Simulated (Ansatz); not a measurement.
# CHBrF+ (SMILES F[CH+]Br): single points off equilibrium

The task here is to estimate one member of a computed series from the others.

Program: Ansatz 0.2.0, Gaussian basis. Level of theory: single points in def2-TZVPP. These are calculated values, not measurements.

Correlated methods freeze the cores. Filled d shells of the heavier atoms are correlated.

### The starting structure

SMILES `F[CH+]Br`, 4 atoms, charge 1, spin multiplicity 1.

Atoms are counted from 1 here; the program's logs count them from 0.

Bond lengths: F1–C2 1.274 Å, C2–Br3 1.735 Å, C2–H4 1.051 Å. Angles: F1–C2–Br3 119.9°, F1–C2–H4 116.2°, Br3–C2–H4 123.9°.

As a file:

```xyz
4

F    -1.1518   -0.4483    0.4361
C    -0.0902    0.0684   -0.0435
Br    1.4619   -0.5349    0.4447
H    -0.2256    0.8315   -0.7537
```

Set-up of the first run:

File run/in.yaml:

```yaml
crystal:
  periodic: [false, false, false]
  atoms:
    - {symbol: F, position_ang: [-1.151800, -0.448300, 0.436100]}
    - {symbol: C, position_ang: [-0.090200, 0.068400, -0.043500]}
    - {symbol: Br, position_ang: [1.461900, -0.534900, 0.444700]}
    - {symbol: H, position_ang: [-0.225600, 0.831500, -0.753700]}
basis:
  gaussian: {orbitals: def2-TZVPP}
total_charge: 1
correlation: {method: ccsd_t}
output: {forces: true}
```

No record of the launch command was kept for these runs.

Among the steps run: CCSD(T)/def2-TZVPP; PBE0-D4/def2-TZVPP; wB97M-V/def2-TZVPP; r2SCAN-D4/def2-TZVPP; PBE-D4/def2-TZVPP; LC-wPBE/def2-TZVPP; r2SCAN0-D4/def2-TZVPP.

One table of the session follows, with a row left open; its other results are not shown here.

```
    method  RMS force component (eV/Å)  angle to CCSD(T) forces (°)
   CCSD(T)                       0.778                    reference
   PBE0-D4                       0.925                         11.0
   wB97M-V                       0.825                          8.2
 r2SCAN-D4                           ?                            ?
    PBE-D4                       0.822                         16.5
   LC-wPBE                       0.922                         19.2
r2SCAN0-D4                       0.963                         18.4
```

**Question.** Estimate the row for r2SCAN-D4.

**Answer.** RMS force component (eV/Å): 0.813; angle to CCSD(T) forces (°): 1.7. In the column «RMS force component (eV/Å)» it lies between CCSD(T) (0.778) and PBE-D4 (0.822).
